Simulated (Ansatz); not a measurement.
**Li2BrF: a single-point run**

Aim: a sound single-point run of Li2BrF. The structure is shown as the input types it. The cell is built on a prototype (ordering on rocksalt) and needn't be the phase found in nature.

Method: density functional or hybrid calculation with the settings of its input, plane waves (as first typed), in Ansatz 0.2.0.

## 1. The structure to begin with

It takes space group P4/mmm (No. 123, tetragonal). Conventional cell: a = 3.552 Å, b = 3.552 Å, c = 4.823 Å, α = 90.00°, β = 90.00°, γ = 90.00°. F (site symmetry 4/mmm) has 6 Li at 2.41 to 2.51 Å as nearest neighbours. Around Li (site symmetry 4/mmm) lie 2 F at 2.41 Å and 4 Br at 2.51 Å. Br (site symmetry 4/mmm) has 6 Li at 2.41 to 2.51 Å as nearest neighbours. Li (site symmetry 4/mmm) has 2 Br at 2.41 Å and 4 F at 2.51 Å as nearest neighbours.

Coordinates:

```cif
data_structure
_symmetry_space_group_name_H-M 'P 1'
_symmetry_Int_Tables_number 1
_cell_length_a 3.5525
_cell_length_b 3.5525
_cell_length_c 4.8233
_cell_angle_alpha 90.000
_cell_angle_beta 90.000
_cell_angle_gamma 90.000
_cell_volume 60.87
loop_
_atom_site_label
_atom_site_type_symbol
_atom_site_fract_x
_atom_site_fract_y
_atom_site_fract_z
_atom_site_occupancy
F1 F 0.00000 0.00000 0.00000 1
Li1 Li 0.00000 0.00000 0.50000 1
Br1 Br 0.50000 0.50000 0.50000 1
Li2 Li 0.50000 0.50000 0.00000 1
```

## 2. Input and run

Input file input.yaml:

```yaml
crystal:
  lattice:
    - [3.5524599019, 0.0, 0.0]
    - [0.0, 3.5524599019, 0.0]
    - [0.0, 0.0, 4.8232899083]
  atoms:
    - { symbol: F, position: [0.0, 0.0, 0.0] }
    - { symbol: Li, position: [0.0, 0.0, 0.5] }
    - { symbol: Br, position: [0.5, 0.5, 0.5] }
    - { symbol: Li, position: [0.5, 0.5, 0.0] }
kpoints:
  mp_grid: { grid: [6, 6, 4] }
hamiltonian:
  xc: pbe
scf:
  occupations: { method: methfessel_paxton, width: 1.5 }
  n_extra_bands: 5
output:
  forces: true
  stress: true
  eigenvalues: true
```

Run with:

```console
$ ansatz run input.yaml --threads 4 --pin off --max-ram 3686MiB --backend cpu --events-out ev --progress --plain --runs-dir out
```

**Question.** How will this run end, and is anything wrong with its input?

The run converged and reported no error, with warnings (smearing energy in gap). Its log warns: «on these k-points the computed levels leave a gap of 5.5274 eV at the electron count, 3.7 widths of the methfessel_paxton smearing (1.5000 eV) ...»

In the input, scf.occupations.method is methfessel_paxton; scf.occupations.width is 1.5. The width is far wider than usual, so occupations near the Fermi level are blurred and the entropy term grows.

The test: delete scf.occupations.width (the default then holds) and set scf.occupations.method to fixed.
